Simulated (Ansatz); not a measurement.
A run of Ansatz 0.2.0 is set up as follows.

input.yaml

```yaml
crystal:
  lattice:
    - [1.6488500006, 0.9519639917, 5.0094002244]
    - [-1.6488500006, 0.9519639917, 5.0094002244]
    - [0.0, -1.9039279834, 5.0094002244]
  atoms:
    - { symbol: Ir, position: [0.5, 0.5, 0.5] }
    - { symbol: Ca, position: [0.0, 0.0, 0.0] }
    - { symbol: "N", position: [0.230881, 0.230881, 0.230881] }
    - { symbol: "N", position: [0.769119, 0.769119, 0.769119] }
hamiltonian:
  xc: r2scan
  pseudopotentials: { kind: paw }
  hubbard: { sites: [{ species: Ir, l: d, u_eff: 2.0 }] }
kpoints:
  mp_grid: { grid: [9, 9, 9] }
scf:
  occupations: { method: fermi_dirac, width: 0.05 }
output:
  forces: true
  stress: true
  eigenvalues: true
relax:
  f_tol: 0.01
  max_steps: 40
  cell: { stress_tol: 0.05 }
```

Potentials or basis: Ansatz PAW.

The run is started by

```console
$ ansatz run input.yaml --threads 2 --pin off --max-ram 5632MiB --backend cpu --events-out ev --progress --plain --runs-dir out
```

Task: Estimate the band gap on the k mesh.

Result: None (metal or under the smearing width).

Task: Estimate the relaxed volume.

Result: 11.51 Å³/atom.

Final structure:
```cif
data_structure
_symmetry_space_group_name_H-M 'P 1'
_symmetry_Int_Tables_number 1
_cell_length_a 5.3341
_cell_length_b 5.3341
_cell_length_c 5.3341
_cell_angle_alpha 35.637
_cell_angle_beta 35.637
_cell_angle_gamma 35.637
_cell_volume 46.05
loop_
_atom_site_label
_atom_site_type_symbol
_atom_site_fract_x
_atom_site_fract_y
_atom_site_fract_z
_atom_site_occupancy
Ir1 Ir 0.50000 0.50000 0.50000 1
Ca1 Ca 0.00000 0.00000 0.00000 1
N1 N 0.23193 0.23193 0.23193 1
N2 N 0.76807 0.76807 0.76807 1
```

Caveat: U without spin polarisation on a metal has little footing; the PAW data sets come from PBE, with cores solved anew for the run's functional, which leaves a small shift of forces and pressure. Spin-orbit coupling is left out, which matters for the levels of Ir.
